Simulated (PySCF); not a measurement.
# A diatomic session: AlTe−

Aim: find the lowest electronic state of AlTe−, scan its bond at several levels of theory, and get bond length, wavenumber and dissociation energy from each curve.

The runs use PySCF 2.14.0; Al def2-SVPD, Te def2-SVPD with ECP28, scalar-relativistic core potentials.

### 1 Input

Settings of the job:

* atoms: Al, Te
* charge: -1
* basis: Al def2-SVPD, Te def2-SVPD with ECP28
* Hamiltonian: scalar-relativistic core potentials
* basis functions: 59
* electrons treated: 38
* masses in u: 26.9815, 129.9062
* levels: PBE0, PBE, r²SCAN, TPSS, B2PLYP, M06, HSE06, HF, MP2, SCS-MP2, CCSD, CCSD(T)
* grid: 80 radial by 434 angular points
* occupations: held fixed by the projection of orbital angular momentum
* dissociation limit: Al + Te−, each in its ground configuration
* starting distance in angstrom: 2.615
* values of 2S to try: 0, 2

Started as:

```sh
> OMP_NUM_THREADS=1 python dia.py task.json out
```

Further steps of the session: PBE0 along the bond; Higher solutions at PBE0; PBE (GGA); r²SCAN (meta-GGA); TPSS (meta-GGA); B2PLYP; M06 (hybrid meta-GGA); HSE06 (range-separated hybrid); RHF; Adding correlation.

What does the calculation give? Wanted: for each run, Re; ωe; De; μ.

The runs gave:

Lowest PBE0 solution found, without spin–orbit coupling: ¹Σ⁺ (singlet), closed shell. State 2 has its PBE0 minimum 2.04 eV higher. The other levels ran on the lowest alone.

| level | Re (Å) | ωe (cm⁻¹) | De (eV) | μ (D) |
| --- | --- | --- | --- | --- |
| RHF | 2.466 | 378 | 2.55 | 1.82 |
| RHF-MP2 | 2.471 | 371 | 3.70 | n/a |
| RHF-SCS-MP2 | 2.475 | 369 | 3.54 | n/a |
| RHF-CCSD | 2.474 | 370 | 3.38 | n/a |
| RHF-CCSD(T) | 2.482 | 363 | 3.54 | n/a |
| PBE | 2.490 | 350 | 3.84 | 2.46 |
| TPSS | 2.482 | 355 | 3.77 | 2.63 |
| r²SCAN | 2.468 | 365 | 3.82 | 2.64 |
| PBE0 | 2.464 | 368 | 3.74 | 2.36 |
| M06 | 2.468 | 364 | 3.78 | 2.26 |
| HSE06 | 2.470 | 364 | 3.74 | 2.33 |
| B2PLYP | 2.479 | 360 | 3.61 | 1.88 |

De is counted to Al + Te− in their ground configurations. A positive dipole points from Al to Te; in an ion it is taken about the centre of mass and does not tell which atom is negative.

Differences from CCSD(T) in the same basis:

| level | Re (mÅ) | ωe (%) |
| --- | --- | --- |
| RHF | -16 | +4.2 |
| RHF-MP2 | -11 | +2.3 |
| RHF-SCS-MP2 | -7 | +1.8 |
| RHF-CCSD | -8 | +2.0 |
| PBE | +8 | -3.6 |
| TPSS | 0 | -2.1 |
| r²SCAN | -14 | +0.6 |
| PBE0 | -18 | +1.5 |
| M06 | -14 | +0.5 |
| HSE06 | -12 | +0.4 |
| B2PLYP | -3 | -0.9 |

**Reading.** Judged by CCSD(T) in the same basis: best bond length TPSS (0 mÅ), worst PBE0 (-18 mÅ); best wavenumber HSE06 (+0.4 %), worst RHF (+4.2 %). Hartree–Fock makes the bond too short and too stiff against this reference, as it mostly does. PBE has the long and soft bond that GGAs tend to give. CCSD(T) in a basis this small is itself some way from its limit, more so than the functionals. Among the levels with a De in the table, it runs from 2.55 eV (RHF) to 3.84 eV (PBE).

Correlated steps freeze 9 core orbitals. Spin–orbit coupling is left out, which matters for elements this heavy, above all for dissociation energies. B2PLYP dipoles, levels and charges come from its SCF part alone.
